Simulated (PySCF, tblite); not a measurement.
# C₇H₁₄O₂Si: geometry, infrared bands and NMR shifts

Wanted: the infrared bands and NMR shifts of C₇H₁₄O₂Si (`O=C(CO[SiH3])C1CCCC1`), by calculation.

The runs use tblite 0.8.0 and PySCF 2.14.0, with density-fitted response routines of our own; the level of theory stands in each step. All values are computed, except where a source is named. Atoms are numbered from 0 throughout.

**1. Starting geometry**

24 atoms, charge 0, multiplicity 1; geometry from: force field or distance geometry start.

Bonds of the start (Å): O0–C1 1.24, C1–C2 1.48, C2–O3 1.39, O3–Si4 1.70, C1–C5 1.47, C5–C6 1.52, C6–C7 1.51, C7–C8 1.52, C8–C9 1.53, C9–C5 1.49, C2–H10 1.09, C2–H11 1.13, Si4–H12 1.47, Si4–H13 1.48, Si4–H14 1.47, C5–H15 1.11, C6–H16 1.11, C6–H17 1.12, C7–H18 1.11, C7–H19 1.13, C8–H20 1.09, C8–H21 1.11, C9–H22 1.09, C9–H23 1.11.

**2. Optimising the geometry with GFN2-xTB**

What the job is given:

```
{"job": {"kind": "relax", "xc": "GFN2-xTB", "basis": "xTB"}, "charge": 0, "multiplicity": 1}
O      0.422900     1.128000     1.398600
C      0.419900     0.098100     0.707600
C      1.748000    -0.365900     0.242100
O      2.722400     0.531500     0.677500
Si     4.247400     0.010100     0.151900
C     -0.870900    -0.553200     0.466900
C     -1.975800     0.244000     1.137500
C     -2.937900     0.624500     0.037200
C     -1.990900     0.666400    -1.151500
C     -1.295700    -0.677800    -0.953600
H      1.861800    -0.478300    -0.835100
H      1.901300    -1.378400     0.709700
H      4.789300     0.877300    -0.909800
H      4.191400    -1.390700    -0.314700
H      5.142100     0.036800     1.319100
H     -0.868300    -1.535800     0.990700
H     -2.463000    -0.338400     1.950600
H     -1.507600     1.167800     1.561500
H     -3.416900     1.607600     0.225900
H     -3.703800    -0.187900    -0.145100
H     -2.515200     0.732100    -2.105400
H     -1.292400     1.505300    -0.945300
H     -0.507200    -0.871100    -1.676400
H     -2.112600    -1.432200    -1.032000
```

Run with:

```console
$ OMP_NUM_THREADS=1 python probes_run.py task.json out
```

One launch serves the whole session: the jobs run in the order shown.

**Question.** This job is followed by: GFN2-xTB harmonic vibrations, gas phase; GIAO PBE0/pcSseg-1 NMR shielding, non-relativistic, gas phase. What will the session give for the following? strongest single infrared mode (GFN2-xTB); zero-point energy (GFN2-xTB); 13C shifts against TMS (PBE0/pcSseg-1, means over atoms taken as alike); 1H shifts against TMS (PBE0/pcSseg-1, means over atoms taken as alike); 17O shifts against H2O (PBE0/pcSseg-1); 29Si shifts against TMS (PBE0/pcSseg-1).

**Answer**, as computed:

| quantity | value |
| --- | --- |
| strongest single infrared mode (GFN2-xTB) | 2253 cm⁻¹, 427 km/mol |
| zero-point energy (GFN2-xTB) | 122.3 kcal/mol |
| 13C shifts against TMS (PBE0/pcSseg-1, means over atoms taken as alike) | 221.5, 72.9, 46.9, 32.1, 31.2 ppm |
| 1H shifts against TMS (PBE0/pcSseg-1, means over atoms taken as alike) | 5.12, 4.74, 2.64, 1.95, 1.76, 1.75, 1.62 ppm |
| 17O shifts against H2O (PBE0/pcSseg-1) | 579.7, -3.2 ppm |
| 29Si shifts against TMS (PBE0/pcSseg-1) | -42.7 ppm |

What this shows: Relaxing lowered the energy by 1.333 eV in 176 steps; the close pair that moved most is C5–C9, from 1.488 to 1.554 Å. No mode is imaginary among the 66: a minimum at this level. The strongest single mode, at 2253 cm⁻¹, moves mainly H14 and H12. Unscaled tight-binding wavenumbers are off by several per cent, some by more. Its intensities can rank the bands wrongly. The most deshielded carbon is C1 (ketone carbonyl carbon), at 221.5 ppm: low-lying n→π* states of the double bond to the heteroatom give a large paramagnetic term (-289 ppm). At PBE0/pcSseg-1: The widest tensor belongs to O0: span 1127 ppm, with a paramagnetic part of -647 ppm.
